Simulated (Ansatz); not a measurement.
# Pt: the cost of one run

Program: Ansatz 0.2.0. Level of theory: DFT LDA, scalar-relativistic, plane waves, PAW. These are calculated values, not measurements.

The COD entry's cell or inner coordinates are ideal or old and differ from later refinements, so a difference from it is no clean test against experiment.

## 1. The system as given

The structure is tetragonal, space group P4mm (No. 99). Conventional cell: a = 5.538 Å, b = 5.538 Å, c = 23.874 Å, α = 90.00°, β = 90.00°, γ = 90.00°. Pt (site symmetry m) is surrounded by 8 Pt at 2.77 Å. Pt (site symmetry 4mm) is surrounded by 12 Pt at 2.77 Å. Pt (site symmetry 2mm) is surrounded by 12 Pt at 2.77 Å. Around Pt (site symmetry m) lie 11 Pt at 2.77 Å. Pt (site symmetry 2mm) is surrounded by 6 Pt at 2.77 Å. Pt (site symmetry 4mm) is surrounded by 8 Pt at 2.77 Å.

Coordinates:

```xyz
15
Lattice="5.5378 0.0000 0.0000 0.0000 5.5378 0.0000 0.0000 0.0000 23.8737" Properties=species:S:1:pos:R:3 pbc="T T T"
Pt    1.3844    1.3844    9.0000
Pt    1.3844    4.1533    9.0000
Pt    4.1533    1.3844    9.0000
Pt    4.1533    4.1533    9.0000
Pt    0.0000    0.0000   10.9579
Pt    0.0000    2.7689   10.9579
Pt    2.7689    0.0000   10.9579
Pt    2.7689    2.7689   10.9579
Pt    1.3844    1.3844   12.9158
Pt    1.3844    4.1533   12.9158
Pt    4.1533    1.3844   12.9158
Pt    4.1533    4.1533   12.9158
Pt    0.0000    2.7689   14.8737
Pt    2.7689    0.0000   14.8737
Pt    2.7689    2.7689   14.8737
```

Slab cut from the bulk at the bulk's listed lattice constants, lower half held.

## 2. Relaxing the atoms

Contents of input.yaml:

```yaml
crystal:
  lattice:
    - [5.53777746, 0.0, 0.0]
    - [0.0, 5.53777746, 0.0]
    - [0.0, 0.0, 23.8736998881]
  atoms:
    - { symbol: Pt, position: [0.25, 0.25, 0.3769838794] }
    - { symbol: Pt, position: [0.25, 0.75, 0.3769838794] }
    - { symbol: Pt, position: [0.75, 0.25, 0.3769838794] }
    - { symbol: Pt, position: [0.75, 0.75, 0.3769838794] }
    - { symbol: Pt, position: [0.0, 0.0, 0.4589946298] }
    - { symbol: Pt, position: [0.0, 0.5, 0.4589946298] }
    - { symbol: Pt, position: [0.5, 0.0, 0.4589946298] }
    - { symbol: Pt, position: [0.5, 0.5, 0.4589946298] }
    - { symbol: Pt, position: [0.25, 0.25, 0.5410053702] }
    - { symbol: Pt, position: [0.25, 0.75, 0.5410053702] }
    - { symbol: Pt, position: [0.75, 0.25, 0.5410053702] }
    - { symbol: Pt, position: [0.75, 0.75, 0.5410053702] }
    - { symbol: Pt, position: [0.0, 0.5, 0.6230161206] }
    - { symbol: Pt, position: [0.5, 0.0, 0.6230161206] }
    - { symbol: Pt, position: [0.5, 0.5, 0.6230161206] }
basis:
  ecutwfc: 420.0
  fft_grid_basis: typed
kpoints:
  mp_grid: { grid: [5, 5, 1] }
hamiltonian:
  xc: lda
  pseudopotentials: { kind: paw }
scf:
  occupations: { method: gaussian, width: 0.1 }
output:
  forces: true
  eigenvalues: true
efield:
  axis: 3
  dipole_correction: true
  ramp_width: 0.04
relax:
  adjacent_minimum: "off"
  f_tol: 0.04
  max_steps: 40
  constraints: [{ sites: [0, 1, 2, 3, 4, 5, 6, 7] }]
```

On the command line:

```console
> ansatz run input.yaml --threads 4 --pin off --max-ram 8847MiB --backend cpu --events-out ev --progress --plain --runs-dir out
```

**Question.** How long does this run take on 4 threads of AMD EPYC 9R45 (Zen 5), shared host, and how much memory does it need?

About 30 s, with a peak of 2.4 GiB.
